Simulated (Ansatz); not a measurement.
# Cl2HInO: the cost of one run

Method: RKS PBE-D4/def2-SVP, in Ansatz 0.2.0.

## Step 1: Starting point

Bond lengths: In1–Cl2 2.440 Å, In1–Cl3 2.440 Å, In1–O4 1.990 Å, O4–H5 1.010 Å. Angles: Cl2–In1–Cl3 120.0°, Cl2–In1–O4 120.0°, Cl3–In1–O4 120.0°, In1–O4–H5 109.5°.

Structure file:

```xyz
5

In    0.0000    0.0000    0.0000
Cl    0.0000    0.0000    2.4400
Cl    2.1130    0.0000   -1.2200
O    -1.7233    0.0000   -0.9950
H    -2.2330   -0.8467   -0.7865
```

## Step 2: Relaxing the start

input.yaml

```yaml
crystal:
  periodic: [false, false, false]
  atoms:
    - { symbol: In, position_ang: [0.0, 0.0, 0.0] }
    - { symbol: Cl, position_ang: [0.0, 0.0, 2.44] }
    - { symbol: Cl, position_ang: [2.113, 0.0, -1.22] }
    - { symbol: O, position_ang: [-1.7233, 0.0, -0.995] }
    - { symbol: H, position_ang: [-2.233, -0.8467, -0.7865] }
basis:
  gaussian: { orbitals: def2-SVP }
hamiltonian:
  xc: pbe
  dispersion: d4
relax:
  f_tol: 0.02
  max_steps: 40
```

The run is started by

```console
> ansatz run input.yaml --threads 2 --pin off --max-ram 3072MiB --backend cpu --events-out ev --progress --plain --runs-dir out
```

What time and memory should one allow on 2 threads of AMD EPYC 9R45 (Zen 5), shared host?

About 3.4 s, with a peak of 0.14 GiB.
